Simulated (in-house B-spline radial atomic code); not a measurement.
# Te⁵⁺: ionisation energy by several methods

Aim: the ionisation energy of Te⁵⁺ by several methods, each as the difference of two self-consistent energies (Te⁵⁺ and the next ion, [Kr] 4d10).

Method: non-relativistic, several functionals, spin-polarised; spherical all-electron atom at the radial basis limit. Code: in-house B-spline radial atomic code version 1.

**1. The system**

| Property | Result |
| --- | --- |
| element | tellurium (Z = 52) |
| charge | +5 |
| electrons | 47 |
| configuration | [Kr] 4d10 5s1 |
| nucleus | point |

Outer shells as boxes (Hund's rule):

[Kr] 4d10 5s1
```
[Kr] core
4d [↑↓][↑↓][↑↓][↑↓][↑↓]
5s [↑ ]
```

Where spins are not typed, each open shell is filled with up spins first.

**2. fractional-occupation HF**

Input settings:

```ini
Z = 52
electrons = 47.0
configuration = [Kr] 4d10 5s1
hamiltonian = nr
method = hf,
spin_polarised = True
```

**3. B97-1, a global hybrid**

Input settings:

```ini
Z = 52
electrons = 47.0
configuration = [Kr] 4d10 5s1
hamiltonian = nr
method = b97_1
spin_polarised = True
```

**4. PBE0, a global hybrid**

Input settings:

```ini
Z = 52
electrons = 47.0
configuration = [Kr] 4d10 5s1
hamiltonian = nr
method = pbe0
spin_polarised = True
```

**5. exchange-only LDA**

Input settings:

```ini
Z = 52
electrons = 47.0
configuration = [Kr] 4d10 5s1
hamiltonian = nr
method = lda,
spin_polarised = True
```

**6. AM05, a GGA**

Input settings:

```ini
Z = 52
electrons = 47.0
configuration = [Kr] 4d10 5s1
hamiltonian = nr
method = am05
spin_polarised = True
```

**7. BP86, a GGA**

Input settings:

```ini
Z = 52
electrons = 47.0
configuration = [Kr] 4d10 5s1
hamiltonian = nr
method = b88,p86
spin_polarised = True
```

**Question.** The tabulated ionisation energy is 69.1 ± 2 eV (tabulated theoretical; NIST Atomic Spectra Database). What does each method give, and which comes nearest?

As calculated:

| method | rung | total energy (hartree) | ΔSCF (eV) | −ε highest (eV) | ΔSCF less tabulated (eV) |
| --- | --- | --- | --- | --- | --- |
| exchange-only LDA | LDA | -6598.4120 | 68.187 | 62.746 (5s up) | -0.913 |
| AM05 | GGA | -6603.3837 | 68.825 | 63.437 (5s up) | -0.275 |
| BP86 | GGA | -6609.4528 | 68.880 | 63.541 (5s up) | -0.220 |
| B97-1 | global hybrid | -6608.6960 | 68.268 | 63.881 (5s up) | -0.832 |
| PBE0 | global hybrid | -6608.5433 | 68.535 | 64.411 (5s up) | -0.565 |
| fractional-occupation HF | Hartree-Fock | -6606.5320 | 66.681 | 66.810 (5s up) | -2.419 |

What this shows: The tabulated ionisation energy is 69.1 ± 2 eV (tabulated theoretical; NIST Atomic Spectra Database). BP86 comes nearest (-0.220 eV) and fractional-occupation HF is farthest (-2.419 eV, 3.5 %). These runs lack relativity altogether, which can outweigh the gaps between the methods, so the nearest may be so by luck. These runs leave out relativity, which matters at this nuclear charge. For the semilocal functionals minus the highest level recovers only 92 % of their own ΔSCF value, a mark of self-interaction.
